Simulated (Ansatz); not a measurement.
# CH₄BrFSn: shape, modes and thermochemistry

The task is to find a stationary geometry of CH₄BrFSn, check the end point by its vibrations and derive ideal-gas thermochemistry.

Method: RKS PBE0-D4/def2-TZVP; program: Ansatz 0.2.0, Gaussian basis.

Plan: relaxation at PBE-D4/def2-SVP; relaxation at PBE0-D4/def2-TZVP; harmonic vibrations at the same level.

1 further run of the same task is left out (set aside as unsound or not needed).

## (1) Where the work starts

SMILES `[CH3][SnH]([F])[Br]`, 8 atoms, charge 0, spin multiplicity 1.

Atoms are counted from 1 here; the program's logs count them from 0.

Bond lengths: C1–Sn2 2.092 Å, C1–H5 1.097 Å, C1–H6 1.116 Å, C1–H7 1.142 Å, Sn2–F3 1.911 Å, Sn2–Br4 2.451 Å, Sn2–H8 1.765 Å. Angles: Sn2–C1–H5 112.4°, Sn2–C1–H6 113.9°, Sn2–C1–H7 110.3°, H5–C1–H6 109.4°, H5–C1–H7 105.6°, H6–C1–H7 104.7°, C1–Sn2–F3 108.3°, C1–Sn2–Br4 110.9°, C1–Sn2–H8 109.4°, F3–Sn2–Br4 108.5°, F3–Sn2–H8 108.7°, Br4–Sn2–H8 111.1°.

The start is a force-field geometry with small random shifts, so a cheaper pass at PBE-D4/def2-SVP comes first. Sn takes the def2 core potential; no spin-orbit term is included.

## (2) Relaxation at PBE-D4/def2-SVP (cheap first pass)

The input, in.yaml:

```yaml
crystal:
  periodic: [false, false, false]
  atoms:
    - {symbol: C, position_ang: [-0.225900, 1.098400, 0.187800]}
    - {symbol: Sn, position_ang: [0.318300, -0.879000, -0.224600]}
    - {symbol: F, position_ang: [1.838200, -1.317900, 0.847900]}
    - {symbol: Br, position_ang: [-1.501800, -2.421500, 0.339000]}
    - {symbol: H, position_ang: [-0.530300, 1.238900, 1.232300]}
    - {symbol: H, position_ang: [0.559800, 1.846800, -0.073600]}
    - {symbol: H, position_ang: [-1.132700, 1.398200, -0.439200]}
    - {symbol: H, position_ang: [0.766500, -1.021300, -1.925500]}
basis:
  gaussian: {orbitals: def2-SVP}
hamiltonian: {xc: pbe, dispersion: d4}
relax: {f_tol: 0.03, max_steps: 200}
```

Output, shortened:

```text
Functional definition: PBE
  name "PBE"
  cite "Perdew, Burke & Ernzerhof, Phys. Rev. Lett. 77, 3865 (1996) doi:10.1103/PhysRevLett.77.3865"
  parent pbe
[...]
1174 factors; their error is unknown
[...]
mean field -79672.24650269 eV, -2927.9010551857 hartree, gradient 1.7e-5 eV, S^2 0.000000; 0 other end points of the search recorded, 0 dependent functions left out
[...]
reference -79672.24654251 eV, -2927.9010566490 hartree; 38, 38 occupied and 68, 68 virtual orbitals, 1174 factors
relax step   1: F+E_penalty+E_count = -79672.41883438 eV  Δ(F+E_penalty+E_count) = +0.000e0 eV  max|allowed force component| = 1.686e0 eV/Å  Δτ_max = 0.0000 Å  (27 SCF iters, accepted)
[...]
relax step   4: F+E_penalty+E_count = -79672.59318979 eV  Δ(F+E_penalty+E_count) = -3.796e-3 eV  max|allowed force component| = 6.514e-2 eV/Å  Δτ_max = 0.0239 Å  (29 SCF iters, accepted)
[...]
relax step   5: F+E_penalty+E_count = -79672.59361239 eV  Δ(F+E_penalty+E_count) = -4.226e-4 eV  max|allowed force component| = 1.439e-2 eV/Å  Δτ_max = 0.0103 Å  (30 SCF iters, accepted)
1174 factors; their error is unknown
[...]
mean field -79672.42314045 eV, -2927.9075465034 hartree, gradient 1.4e-5 eV, S^2 0.000000; 1 other end points of the search recorded, 0 dependent functions left out
[...]
reference -79672.42318043 eV, -2927.9075479727 hartree; 38, 38 occupied and 68, 68 virtual orbitals, 1174 factors
Total energy: -79672.59365237 eV, -2927.9138127009 hartree
Atom 0 at    -0.272698     1.173306     0.193151 Å, force     0.009286    -0.005345     0.002628 eV/Å
Atom 1 at     0.324024    -0.827069    -0.325289 Å, force     0.014391     0.005014    -0.003454 eV/Å
Atom 2 at     1.851492    -1.281032     0.819800 Å, force    -0.009587     0.006256    -0.005241 eV/Å
Atom 3 at    -1.516697    -2.403384     0.335942 Å, force    -0.006375    -0.005350     0.003021 eV/Å
Atom 4 at    -0.524595     1.186326     1.269845 Å, force     0.003152    -0.000252    -0.009169 eV/Å
Atom 5 at     0.560845     1.870191    -0.015361 Å, force     0.002679    -0.000204     0.008537 eV/Å
Atom 6 at    -1.160361     1.449326    -0.405793 Å, force    -0.012937     0.002693    -0.000484 eV/Å
Atom 7 at     0.830090    -1.225064    -1.928194 Å, force    -0.000608    -0.002812     0.004163 eV/Å
Dipole moment:    -0.138793     0.607814    -0.362561 e Å
```

Run time: 7.5 s. Hardware: 4 threads, shared host.

Along the way:

```csv
step,energy from step 1 (eV),largest force component (eV/Å)
1,0.0000,1.6860
2,-0.1480,0.4513
3,-0.1706,0.1317
4,-0.1744,0.0651
5,-0.1748,0.0144
```

Close pairs (by a distance rule), those that changed most:

```csv
bond,before (Å),after (Å),change (Å)
Sn2–Br4,2.451,2.512,+0.061
C1–Sn2,2.092,2.151,+0.059
Sn2–F3,1.911,1.962,+0.051
Sn2–H8,1.765,1.727,-0.037
C1–H7,1.142,1.106,-0.037
C1–H6,1.116,1.106,-0.010
C1–H5,1.097,1.106,+0.009
```

## (3) Optimising with PBE0-D4/def2-TZVP

The input, in.yaml:

```yaml
crystal:
  periodic: [false, false, false]
  atoms:
    - {symbol: C, position_ang: [-0.272698, 1.173306, 0.193151]}
    - {symbol: Sn, position_ang: [0.324024, -0.827069, -0.325289]}
    - {symbol: F, position_ang: [1.851492, -1.281032, 0.819800]}
    - {symbol: Br, position_ang: [-1.516697, -2.403384, 0.335942]}
    - {symbol: H, position_ang: [-0.524595, 1.186326, 1.269845]}
    - {symbol: H, position_ang: [0.560845, 1.870191, -0.015361]}
    - {symbol: H, position_ang: [-1.160361, 1.449326, -0.405793]}
    - {symbol: H, position_ang: [0.830090, -1.225064, -1.928194]}
basis:
  gaussian: {orbitals: def2-TZVP}
hamiltonian: {xc: pbe0, dispersion: d4}
relax: {f_tol: 0.005, max_steps: 150}
```

Output, shortened:

```text
Functional definition: PBE0
  name "PBE0"
  cite "Adamo & Barone, J. Chem. Phys. 110, 6158 (1999) doi:10.1063/1.478522"
  cite "Perdew, Burke & Ernzerhof, Phys. Rev. Lett. 77, 3865 (1996) doi:10.1103/PhysRevLett.77.3865"
  parent pbe
[...]
1386 factors; their error is unknown
[...]
mean field -79688.90986077 eV, -2928.5134223003 hartree, gradient 5.6e-5 eV, S^2 0.000000; 0 other end points of the search recorded, 0 dependent functions left out
[...]
reference -79688.90989384 eV, -2928.5134235153 hartree; 38, 38 occupied and 146, 146 virtual orbitals, 1386 factors
relax step   1: F+E_penalty+E_count = -79689.05635228 eV  Δ(F+E_penalty+E_count) = +0.000e0 eV  max|allowed force component| = 7.334e-1 eV/Å  Δτ_max = 0.0000 Å  (27 SCF iters, accepted)
[...]
reference -79688.96955093 eV, -2928.5156158731 hartree; 38, 38 occupied and 146, 146 virtual orbitals, 1386 factors
Total energy: -79689.11790666 eV, -2928.5210678456 hartree
Atom 0 at    -0.265366     1.154162     0.187797 Å, force    -0.000505    -0.001193    -0.000596 eV/Å
Atom 1 at     0.304894    -0.815907    -0.330174 Å, force     0.000371     0.000950    -0.001217 eV/Å
Atom 2 at     1.789158    -1.241891     0.811353 Å, force    -0.001030    -0.001624     0.000202 eV/Å
Atom 3 at    -1.477335    -2.392184     0.328658 Å, force     0.000356     0.000129     0.001290 eV/Å
Atom 4 at    -0.499509     1.169930     1.251254 Å, force    -0.000088     0.000751     0.001433 eV/Å
Atom 5 at     0.559011     1.835941    -0.019695 Å, force     0.000190     0.000633    -0.000403 eV/Å
Atom 6 at    -1.143794     1.446431    -0.386438 Å, force    -0.000594     0.000218     0.000003 eV/Å
Atom 7 at     0.825041    -1.213881    -1.898654 Å, force     0.001300     0.000134    -0.000712 eV/Å
Dipole moment:    -0.162662     0.605603    -0.393077 e Å
```

It took 27 s on 4 threads, shared host; peak memory 0.52 GiB.

Relaxation path:

```csv
step,energy from step 1 (eV),largest force component (eV/Å)
1,0.0000,0.7334
2,-0.0499,0.3067
3,-0.0612,0.0437
4,-0.0614,0.0168
5,-0.0615,0.0068
6,-0.0615,0.0016
```

Distances of close pairs at the start and the end, largest changes first:

```csv
bond,before (Å),after (Å),change (Å)
Sn2–Br4,2.512,2.469,-0.043
Sn2–F3,1.962,1.920,-0.042
C1–Sn2,2.151,2.115,-0.036
Sn2–H8,1.727,1.700,-0.028
C1–H5,1.106,1.089,-0.017
C1–H6,1.106,1.090,-0.017
C1–H7,1.106,1.089,-0.016
```

Mulliken charges of the relaxed molecule (report file):

```csv
atom,value (e)
C1,-0.61
Sn2,0.99
F3,-0.49
Br4,-0.36
H5,0.17
H6,0.16
H7,0.16
H8,-0.03
```

## (4) Harmonic vibrations

The input, in.yaml:

```yaml
crystal:
  periodic: [false, false, false]
  atoms:
    - {symbol: C, position_ang: [-0.265366, 1.154162, 0.187797]}
    - {symbol: Sn, position_ang: [0.304894, -0.815907, -0.330174]}
    - {symbol: F, position_ang: [1.789158, -1.241891, 0.811353]}
    - {symbol: Br, position_ang: [-1.477335, -2.392184, 0.328658]}
    - {symbol: H, position_ang: [-0.499509, 1.169930, 1.251254]}
    - {symbol: H, position_ang: [0.559011, 1.835941, -0.019695]}
    - {symbol: H, position_ang: [-1.143794, 1.446431, -0.386438]}
    - {symbol: H, position_ang: [0.825041, -1.213881, -1.898654]}
basis:
  gaussian: {orbitals: def2-TZVP}
hamiltonian: {xc: pbe0, dispersion: d4}
phonons: {temperatures: {t_min: 298.15, t_max: 900, t_step: 200}}
```

Output, shortened:

```text
Functional definition: PBE0
  name "PBE0"
  cite "Adamo & Barone, J. Chem. Phys. 110, 6158 (1999) doi:10.1063/1.478522"
  cite "Perdew, Burke & Ernzerhof, Phys. Rev. Lett. 77, 3865 (1996) doi:10.1103/PhysRevLett.77.3865"
  parent pbe
[...]
1386 factors; their error is unknown
[...]
mean field -79688.96952142 eV, -2928.5156147887 hartree, gradient 6.5e-5 eV, S^2 0.000000; 0 other end points of the search recorded, 0 dependent functions left out
[...]
reference -79688.96955416 eV, -2928.5156159918 hartree; 38, 38 occupied and 146, 146 virtual orbitals, 1386 factors
[...]
1386 factors; their error is unknown
mean field -79688.96936288 eV, -2928.5156089624 hartree, gradient 1.7e-6 eV, S^2 0.000000; 0 other end points of the search recorded, 0 dependent functions left out
[...]
reference -79688.96939562 eV, -2928.5156101655 hartree; 38, 38 occupied and 146, 146 virtual orbitals, 1386 factors
[...]
Atom 0 at    -0.265366     1.154162     0.187797 Å, force    -0.000494    -0.001211    -0.000595 eV/Å
Atom 1 at     0.304894    -0.815907    -0.330174 Å, force     0.000423     0.001121    -0.001325 eV/Å
Atom 2 at     1.789158    -1.241891     0.811353 Å, force    -0.001084    -0.001744     0.000250 eV/Å
Atom 3 at    -1.477335    -2.392184     0.328658 Å, force     0.000400     0.000100     0.001354 eV/Å
Atom 4 at    -0.499509     1.169930     1.251254 Å, force    -0.000091     0.000754     0.001439 eV/Å
Atom 5 at     0.559011     1.835941    -0.019695 Å, force     0.000174     0.000631    -0.000405 eV/Å
Atom 6 at    -1.143794     1.446431    -0.386438 Å, force    -0.000620     0.000223    -0.000012 eV/Å
Atom 7 at     0.825041    -1.213881    -1.898654 Å, force     0.001293     0.000127    -0.000706 eV/Å
Dipole moment:    -0.162661     0.605604    -0.393078 e Å
Vibrations: 63.22 108.62 135.22 151.07 262.62 533.36 552.07 565.43 620.66 780.77 790.81 1229.07 1444.49 1447.20 1972.50 3075.38 3178.12 3182.97 cm⁻¹, zero-point energy 1.245645 eV
```

It took 2.2 min on 4 threads, shared host; peak memory 0.52 GiB.

Motions are named by where the mode's potential energy lies. Wavenumbers, unscaled:

```csv
mode,cm⁻¹,motion
1,63,torsion
2,109,bend
3,135,torsion with bend
4,151,bend
5,263,Sn–Br stretch
6,533,bend
7,552,Sn–C stretch
8,565,torsion with bend
9,621,Sn–F stretch
10,781,bend
11,791,bend
12,1229,bend
13,1444,bend
14,1447,bend
15,1973,Sn–H stretch
16,3075,C–H stretch
17,3178,C–H stretch
18,3183,C–H stretch
```

Ideal gas, rigid rotor and harmonic oscillator at 298.15 K and 1 bar, with symmetry number 1:

```csv
term,value
zero-point energy,120.2 kJ/mol
H(298) − E,141.2 kJ/mol
"entropy, translation",176.9 J/(mol K)
"entropy, rotation",119.0 J/(mol K)
"entropy, vibration",72.7 J/(mol K)
"entropy, total",368.6 J/(mol K)
```

## (5) Results

| quantity | value |
| --- | --- |
| point group | C1 |
| steps | 5 + 6 |
| shift from the start (rms) | 0.104 Å |
| total energy | -79689.1179 eV |
| dispersion term | -148 meV |
| dipole moment | 3.55 D |
| lowest, highest wavenumber | 63, 3183 cm⁻¹ |
| zero-point energy | 120.2 kJ/mol |
| entropy at 298.15 K | 368.6 J/(mol K) |

In words: The relaxed geometry lies 0.10 Å (rms) from the start; the bond that changed most is Sn2–H8, from 1.765 to 1.700 Å. All wavenumbers are real, so the end point is a minimum. The stiffest mode, 3183 cm⁻¹, is a C–H stretch, and 4 modes under 200 cm⁻¹ make the vibrational entropy uncertain. Harmonic hybrid wavenumbers usually lie a few per cent above measured fundamentals. The largest Mulliken charge, +0.99 e, sits on Sn2.
